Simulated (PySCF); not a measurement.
# YH₁₂O₆ (+3): NMR shieldings

What do calculations give for the NMR shieldings of YH₁₂O₆ (+3) (`[OH2]->[Y+3](<-[OH2])(<-[OH2])(<-[OH2])(<-[OH2])<-[OH2]`)?

Computed with PySCF 2.14.0 and routines of our own; the level stands in each step. Atoms count from 0.

### Step 1. The system as given

19 atoms, charge 3, multiplicity 1; geometry from: GFN2-xTB.

### Step 2. NMR shieldings: PBE0/pcSseg-1 Y:us-x2c-TZVPall-2c, spin–orbit

What the job is given:

```
{"job": {"xc": "PBE0", "basis": {"default": "pcSseg-1", "Y": "us-x2c-TZVPall-2c"}, "rel": "so", "kind": "hnmr"}, "charge": 3, "multiplicity": 1}
Y      0.000500    -0.000160    -0.000040
O      0.161210     0.162940     2.127850
H      0.143490     0.973320     2.676580
H      0.277150    -0.553350     2.785060
O     -0.158710    -0.164030    -2.127450
H     -0.259270     0.553370    -2.785800
H     -0.159080    -0.975660    -2.674230
O      2.127850     0.163700    -0.162990
H      2.785580     0.273250     0.553320
H      2.676070     0.147840    -0.973280
O     -2.127350    -0.158760     0.163460
H     -2.675350    -0.153240     0.974190
H     -2.784550    -0.267960    -0.553870
O     -0.164760     2.127340    -0.159710
H     -0.976630     2.673790    -0.155340
H      0.551410     2.786220    -0.264510
O      0.163050    -2.127860     0.159190
H     -0.553140    -2.783900     0.275290
H      0.972510    -2.676850     0.142280
```

With the program's defaults for keys left out, this is: PBE0/pcSseg-1 Y:us-x2c-TZVPall-2c GIAO NMR shielding, X2C with spin-orbit coupling, screened-nuclear two-electron part, Gaussian nuclei, gas phase.

On the command line:

```sh
$ OMP_NUM_THREADS=1 python heavy_run.py task.json out
```

One launch serves the whole session: the jobs run in the order shown.

Standard output:

```text
spin-free SCF
coarse grid: 68752 points
cycle   1  E = -3841.8884626155  dE =  1.837e+00  |g| = 1.444e+00  |ddm| = 5.548e+00
cycle   2  E = -3841.7208123440  dE =  1.677e-01  |g| = 1.754e+00  |ddm| = 1.693e+00
cycle   3  E = -3842.2396452367  dE = -5.188e-01  |g| = 1.789e-01  |ddm| = 9.714e-01
cycle   4  E = -3842.2450219307  dE = -5.377e-03  |g| = 4.435e-02  |ddm| = 1.266e-01
cycle   5  E = -3842.2452410805  dE = -2.191e-04  |g| = 9.212e-03  |ddm| = 2.833e-02
cycle   6  E = -3842.2452452100  dE = -4.129e-06  |g| = 7.053e-04  |ddm| = 5.423e-03
final grid: 145760 points
cycle   7  E = -3842.2448946296  dE = -4.484e-07  |g| = 8.877e-04  |ddm| = 2.254e-03
cycle   8  E = -3842.2448946047  dE =  2.484e-08  |g| = 8.481e-04  |ddm| = 9.482e-04
cycle   9  E = -3842.2448947188  dE = -1.141e-07  |g| = 1.736e-04  |ddm| = 4.949e-04
cycle  10  E = -3842.2448947232  dE = -4.396e-09  |g| = 6.009e-05  |ddm| = 1.174e-04
converged SCF energy = -3842.2448947232
two-component SCF
cycle   1  E = -3842.1090936875  dE = -3.842e+03  |FDS-SDF| = 1.569e+01
cycle   2  E = -3842.4060277278  dE = -2.969e-01  |FDS-SDF| = 1.373e-01
cycle   3  E = -3842.4061475647  dE = -1.198e-04  |FDS-SDF| = 3.419e-03
cycle   4  E = -3842.4061481269  dE = -5.623e-07  |FDS-SDF| = 1.561e-03
cycle   5  E = -3842.4061481862  dE = -5.928e-08  |FDS-SDF| = 2.373e-04
cycle   6  E = -3842.4061481892  dE = -2.960e-09  |FDS-SDF| = 5.504e-05
converged, E = -3842.4061481892

Field gradients (au) and densities at the nuclei (bohr^-3)
atom        Vxx        Vyy        Vzz        centre      nuclear mean
  0 Y     -0.0203    -0.0218     0.0421      61192.888      61076.161
  1 O      0.2591     1.3184    -1.5775        281.880        281.879
  2 H     -0.1661    -0.2286     0.3947          0.320          0.320
  3 H     -0.1660    -0.2284     0.3944          0.320          0.320
  4 O      0.2581     1.3187    -1.5767        281.879        281.879
  5 H     -0.1661    -0.2286     0.3947          0.320          0.320
  6 H     -0.1664    -0.2290     0.3954          0.320          0.320
  7 O      0.2589     1.3177    -1.5766        281.879        281.879
  8 H     -0.1665    -0.2289     0.3954          0.320          0.320
  9 H     -0.1666    -0.2293     0.3959          0.321          0.321
 10 O      0.2586     1.3186    -1.5772        281.879        281.879
 11 H     -0.1665    -0.2290     0.3955          0.320          0.320
 12 H     -0.1660    -0.2284     0.3944          0.320          0.320
 13 O      0.2588     1.3179    -1.5767        281.879        281.879
 14 H     -0.1664    -0.2289     0.3953          0.320          0.320
 15 H     -0.1663    -0.2287     0.3950          0.320          0.320
 16 O      0.2584     1.3179    -1.5764        281.879        281.878
 17 H     -0.1671    -0.2297     0.3968          0.321          0.321
 18 H     -0.1670    -0.2296     0.3966          0.321          0.321
without picture change
  0 Y                            0.0434                    104464.403

Core orbital energies (eV)
atom   shell        mean    spread
  0 Y  1s       -16927.689   0.000
  0 Y  2s        -2347.706   0.000
  0 Y  3s         -392.443   0.000
  0 Y  4s          -63.473   0.000
  0 Y  2p1/2     -2141.985   0.000
  0 Y  2p3/2     -2065.384   0.000
  0 Y  3p1/2      -316.430   0.000
  0 Y  3p3/2      -304.274   0.001
  0 Y  4p1/2       -43.301   0.000
  0 Y  4p3/2       -41.853   0.001
  0 Y  3d3/2      -170.579   0.001
  0 Y  3d5/2      -168.457   0.001

Shielding tensors (ppm)
atom      isotropic    diamagn.    paramagn.     s11        s22        s33       span
  0 Y      2808.74     3430.14     -621.40    2804.57    2810.74    2810.93       6.36
  1 O       259.97      391.10     -131.13     202.80     261.21     315.90     113.10
  2 H        25.49       26.77       -1.28      17.66      20.30      38.50      20.85
  3 H        25.48       26.76       -1.28      17.64      20.32      38.49      20.85
  4 O       259.93      391.11     -131.18     202.63     261.20     315.95     113.33
  5 H        25.48       26.77       -1.28      17.64      20.32      38.49      20.85
  6 H        25.49       26.78       -1.28      17.66      20.31      38.51      20.85
  7 O       260.03      391.09     -131.06     202.72     261.35     316.02     113.30
  8 H        25.49       26.78       -1.28      17.64      20.32      38.51      20.87
  9 H        25.50       26.79       -1.28      17.67      20.32      38.52      20.85
 10 O       260.02      391.11     -131.09     202.87     261.24     315.95     113.09
 11 H        25.50       26.78       -1.28      17.67      20.31      38.52      20.86
 12 H        25.48       26.77       -1.28      17.64      20.32      38.49      20.85
 13 O       259.95      391.09     -131.14     202.67     261.27     315.91     113.24
 14 H        25.49       26.78       -1.28      17.66      20.31      38.51      20.85
 15 H        25.49       26.77       -1.28      17.64      20.32      38.50      20.86
 16 O       260.23      391.10     -130.86     203.03     261.46     316.21     113.19
 17 H        25.51       26.81       -1.30      17.66      20.34      38.54      20.87
 18 H        25.51       26.80       -1.29      17.68      20.31      38.55      20.87
```

It took 4.9 min on 1 thread of Intel Xeon Platinum 8375C at 2.90GHz, shared host; peak memory 1.7 GiB.

From this job:

```
                       quantity       value
energy from spin-orbit coupling  -0.1613 Eh
```

### Step 3. NMR shieldings: PBE0/pcSseg-1 Y:us-x2c-TZVPall-2c, spin-free

Settings changed since step 2:

```diff
@@ -1,2 +1,2 @@
-{"job": {"xc": "PBE0", "basis": {"default": "pcSseg-1", "Y": "us-x2c-TZVPall-2c"}, "rel": "so", "kind": "hnmr"}, "charge": 3, "multiplicity": 1}
+{"job": {"xc": "PBE0", "basis": {"default": "pcSseg-1", "Y": "us-x2c-TZVPall-2c"}, "rel": "sf", "kind": "hnmr"}, "charge": 3, "multiplicity": 1}
 Y      0.000500    -0.000160    -0.000040
```

Level: PBE0/pcSseg-1 Y:us-x2c-TZVPall-2c GIAO NMR shielding, spin-free X2C, Gaussian nuclei, gas phase.

Standard output:

```text
spin-free SCF
coarse grid: 68752 points
cycle   1  E = -3841.8884626155  dE =  1.837e+00  |g| = 1.444e+00  |ddm| = 5.548e+00
cycle   2  E = -3841.7208123440  dE =  1.677e-01  |g| = 1.754e+00  |ddm| = 1.693e+00
cycle   3  E = -3842.2396452367  dE = -5.188e-01  |g| = 1.789e-01  |ddm| = 9.714e-01
cycle   4  E = -3842.2450219307  dE = -5.377e-03  |g| = 4.435e-02  |ddm| = 1.266e-01
cycle   5  E = -3842.2452410805  dE = -2.191e-04  |g| = 9.212e-03  |ddm| = 2.833e-02
cycle   6  E = -3842.2452452100  dE = -4.129e-06  |g| = 7.053e-04  |ddm| = 5.423e-03
final grid: 145760 points
cycle   7  E = -3842.2448946296  dE = -4.484e-07  |g| = 8.877e-04  |ddm| = 2.254e-03
cycle   8  E = -3842.2448946047  dE =  2.484e-08  |g| = 8.481e-04  |ddm| = 9.482e-04
cycle   9  E = -3842.2448947188  dE = -1.141e-07  |g| = 1.736e-04  |ddm| = 4.949e-04
cycle  10  E = -3842.2448947232  dE = -4.396e-09  |g| = 6.009e-05  |ddm| = 1.174e-04
converged SCF energy = -3842.2448947232
check of the scalar solution
cycle   1  E = -3842.2448947232  dE = -3.842e+03  |FDS-SDF| = 1.462e+00
cycle   2  E = -3842.2450671898  dE = -1.725e-04  |FDS-SDF| = 1.580e-03
cycle   3  E = -3842.2450671900  dE = -2.346e-10  |FDS-SDF| = 5.219e-05
converged, E = -3842.2450671900

Field gradients (au) and densities at the nuclei (bohr^-3)
atom        Vxx        Vyy        Vzz        centre      nuclear mean
  0 Y     -0.0203    -0.0218     0.0421      61180.014      61063.288
  1 O      0.2590     1.3185    -1.5775        281.880        281.879
  2 H     -0.1661    -0.2286     0.3947          0.320          0.320
  3 H     -0.1660    -0.2284     0.3944          0.320          0.320
  4 O      0.2580     1.3187    -1.5767        281.879        281.879
  5 H     -0.1661    -0.2286     0.3947          0.320          0.320
  6 H     -0.1664    -0.2290     0.3954          0.320          0.320
  7 O      0.2588     1.3177    -1.5766        281.879        281.879
  8 H     -0.1665    -0.2289     0.3954          0.320          0.320
  9 H     -0.1666    -0.2292     0.3959          0.321          0.321
 10 O      0.2586     1.3186    -1.5772        281.879        281.879
 11 H     -0.1665    -0.2290     0.3955          0.320          0.320
 12 H     -0.1660    -0.2284     0.3944          0.320          0.320
 13 O      0.2587     1.3180    -1.5767        281.879        281.879
 14 H     -0.1664    -0.2289     0.3953          0.320          0.320
 15 H     -0.1663    -0.2287     0.3950          0.320          0.320
 16 O      0.2583     1.3180    -1.5763        281.879        281.878
 17 H     -0.1671    -0.2297     0.3968          0.321          0.321
 18 H     -0.1670    -0.2296     0.3966          0.321          0.321
without picture change
  0 Y                            0.0434                    104465.890

Core orbital energies (eV)
atom   shell        mean    spread
  0 Y  1s       -16928.076   0.000
  0 Y  2s        -2347.779   0.000
  0 Y  3s         -392.458   0.000
  0 Y  4s          -63.476   0.000
  0 Y  2p        -2090.386   0.000
  0 Y  3p         -308.241   0.001
  0 Y  4p          -42.325   0.002
  0 Y  3d         -169.310   0.002

Shielding tensors (ppm)
atom      isotropic    diamagn.    paramagn.     s11        s22        s33       span
  0 Y      2443.34     3632.96    -1189.62    2439.29    2445.26    2445.45       6.16
  1 O       262.19      390.88     -128.69     206.84     264.37     315.37     108.54
  2 H        25.48       26.77       -1.29      17.64      20.25      38.55      20.91
  3 H        25.47       26.77       -1.29      17.62      20.26      38.54      20.92
  4 O       262.16      390.89     -128.73     206.68     264.36     315.43     108.75
  5 H        25.47       26.77       -1.30      17.62      20.27      38.53      20.91
  6 H        25.48       26.78       -1.30      17.64      20.26      38.55      20.91
  7 O       262.26      390.87     -128.61     206.77     264.51     315.49     108.72
  8 H        25.48       26.78       -1.30      17.62      20.27      38.55      20.93
  9 H        25.49       26.79       -1.30      17.65      20.26      38.57      20.92
 10 O       262.25      390.89     -128.65     206.90     264.40     315.43     108.53
 11 H        25.49       26.79       -1.30      17.65      20.25      38.57      20.92
 12 H        25.47       26.77       -1.30      17.62      20.27      38.53      20.91
 13 O       262.17      390.87     -128.70     206.71     264.42     315.38     108.67
 14 H        25.48       26.78       -1.30      17.64      20.26      38.55      20.91
 15 H        25.48       26.77       -1.30      17.62      20.27      38.54      20.92
 16 O       262.47      390.88     -128.41     207.08     264.64     315.69     108.62
 17 H        25.50       26.82       -1.31      17.64      20.29      38.58      20.94
 18 H        25.50       26.81       -1.30      17.66      20.26      38.59      20.94
```

It took 77 s on 1 thread of Intel Xeon Platinum 8375C at 2.90GHz, shared host; peak memory 1.3 GiB.

### Step 4. NMR shieldings: PBE0/pcSseg-1 Y:us-x2c-TZVPall-2c in water, spin–orbit

Settings changed since step 3:

```diff
@@ -1,2 +1,2 @@
-{"job": {"xc": "PBE0", "basis": {"default": "pcSseg-1", "Y": "us-x2c-TZVPall-2c"}, "rel": "sf", "kind": "hnmr"}, "charge": 3, "multiplicity": 1}
+{"job": {"xc": "PBE0", "basis": {"default": "pcSseg-1", "Y": "us-x2c-TZVPall-2c"}, "rel": "so", "solvent": "water", "kind": "hnmr"}, "charge": 3, "multiplicity": 1}
 Y      0.000500    -0.000160    -0.000040
```

With the program's defaults for keys left out, this is: PBE0/pcSseg-1 Y:us-x2c-TZVPall-2c GIAO NMR shielding, X2C with spin-orbit coupling, screened-nuclear two-electron part, Gaussian nuclei, IEF-PCM water.

Standard output:

```text
spin-free SCF
coarse grid: 68752 points
cycle   1  E = -3842.5747348705  dE =  1.160e+00  |g| = 1.408e+00  |ddm| = 5.543e+00
cycle   2  E = -3842.4269341935  dE =  1.478e-01  |g| = 1.696e+00  |ddm| = 1.647e+00
cycle   3  E = -3842.9092764430  dE = -4.823e-01  |g| = 1.821e-01  |ddm| = 9.440e-01
cycle   4  E = -3842.9149472176  dE = -5.671e-03  |g| = 4.031e-02  |ddm| = 1.265e-01
cycle   5  E = -3842.9150785725  dE = -1.314e-04  |g| = 9.375e-03  |ddm| = 2.468e-02
cycle   6  E = -3842.9150832518  dE = -4.679e-06  |g| = 5.882e-04  |ddm| = 5.787e-03
final grid: 145760 points
cycle   7  E = -3842.9147308719  dE = -4.411e-07  |g| = 8.021e-04  |ddm| = 2.135e-03
cycle   8  E = -3842.9147308533  dE =  1.854e-08  |g| = 7.122e-04  |ddm| = 7.445e-04
cycle   9  E = -3842.9147309239  dE = -7.053e-08  |g| = 1.730e-04  |ddm| = 4.138e-04
cycle  10  E = -3842.9147309283  dE = -4.473e-09  |g| = 6.283e-05  |ddm| = 1.059e-04
converged SCF energy = -3842.9147309283
two-component SCF
cycle   1  E = -3842.7789293785  dE = -3.843e+03  |FDS-SDF| = 1.569e+01
cycle   2  E = -3843.0758633125  dE = -2.969e-01  |FDS-SDF| = 1.373e-01
cycle   3  E = -3843.0759830237  dE = -1.197e-04  |FDS-SDF| = 3.415e-03
cycle   4  E = -3843.0759835819  dE = -5.582e-07  |FDS-SDF| = 1.558e-03
cycle   5  E = -3843.0759836407  dE = -5.882e-08  |FDS-SDF| = 2.350e-04
cycle   6  E = -3843.0759836435  dE = -2.823e-09  |FDS-SDF| = 5.224e-05
converged, E = -3843.0759836435

Field gradients (au) and densities at the nuclei (bohr^-3)
atom        Vxx        Vyy        Vzz        centre      nuclear mean
  0 Y     -0.0194    -0.0208     0.0402      61192.875      61076.148
  1 O      0.2778     1.3239    -1.6017        281.901        281.901
  2 H     -0.1664    -0.2302     0.3965          0.322          0.322
  3 H     -0.1662    -0.2299     0.3961          0.322          0.322
  4 O      0.2768     1.3241    -1.6009        281.901        281.900
  5 H     -0.1664    -0.2301     0.3965          0.322          0.322
  6 H     -0.1667    -0.2305     0.3971          0.322          0.322
  7 O      0.2776     1.3232    -1.6008        281.901        281.900
  8 H     -0.1667    -0.2305     0.3972          0.322          0.322
  9 H     -0.1669    -0.2308     0.3977          0.322          0.322
 10 O      0.2774     1.3240    -1.6014        281.901        281.900
 11 H     -0.1667    -0.2306     0.3973          0.322          0.322
 12 H     -0.1662    -0.2299     0.3962          0.322          0.322
 13 O      0.2775     1.3236    -1.6010        281.901        281.901
 14 H     -0.1666    -0.2305     0.3971          0.322          0.322
 15 H     -0.1665    -0.2302     0.3968          0.322          0.322
 16 O      0.2772     1.3233    -1.6004        281.900        281.900
 17 H     -0.1673    -0.2312     0.3986          0.323          0.323
 18 H     -0.1672    -0.2312     0.3984          0.323          0.323
without picture change
  0 Y                            0.0415                    104464.380

Core orbital energies (eV)
atom   shell        mean    spread
  0 Y  1s       -16915.457   0.000
  0 Y  2s        -2335.475   0.000
  0 Y  3s         -380.209   0.000
  0 Y  4s          -51.226   0.000
  0 Y  2p1/2     -2129.754   0.000
  0 Y  2p3/2     -2053.152   0.000
  0 Y  3p1/2      -304.196   0.000
  0 Y  3p3/2      -292.040   0.000
  0 Y  4p1/2       -31.062   0.000
  0 Y  4p3/2       -29.619   0.001
  0 Y  3d3/2      -158.345   0.000
  0 Y  3d5/2      -156.223   0.001

Shielding tensors (ppm)
atom      isotropic    diamagn.    paramagn.     s11        s22        s33       span
  0 Y      2825.53     3429.67     -604.13    2821.27    2827.57    2827.76       6.49
  1 O       261.23      390.39     -129.16     206.51     260.50     316.67     110.16
  2 H        25.72       27.00       -1.28      17.92      20.62      38.61      20.70
  3 H        25.71       26.99       -1.28      17.89      20.63      38.60      20.71
  4 O       261.17      390.40     -129.23     206.30     260.48     316.73     110.43
  5 H        25.71       27.00       -1.29      17.89      20.63      38.60      20.70
  6 H        25.72       27.01       -1.29      17.92      20.62      38.62      20.70
  7 O       261.29      390.38     -129.08     206.45     260.64     316.80     110.35
  8 H        25.72       27.01       -1.29      17.90      20.63      38.62      20.72
  9 H        25.73       27.02       -1.29      17.93      20.63      38.63      20.71
 10 O       261.26      390.40     -129.14     206.53     260.52     316.73     110.20
 11 H        25.72       27.02       -1.29      17.92      20.62      38.63      20.71
 12 H        25.71       27.00       -1.29      17.89      20.63      38.60      20.70
 13 O       261.22      390.38     -129.16     206.41     260.57     316.69     110.28
 14 H        25.72       27.01       -1.29      17.92      20.63      38.62      20.70
 15 H        25.71       27.00       -1.29      17.90      20.63      38.61      20.71
 16 O       261.46      390.39     -128.92     206.66     260.74     316.99     110.33
 17 H        25.74       27.04       -1.30      17.92      20.65      38.64      20.73
 18 H        25.74       27.03       -1.30      17.94      20.62      38.66      20.72
```

It took 3 min on 1 thread of Intel Xeon Platinum 8375C at 2.90GHz, shared host; peak memory 1.8 GiB.

In short:

```
                       quantity       value
energy from spin-orbit coupling  -0.1613 Eh
```

(Part 1 of 2 ends here.)
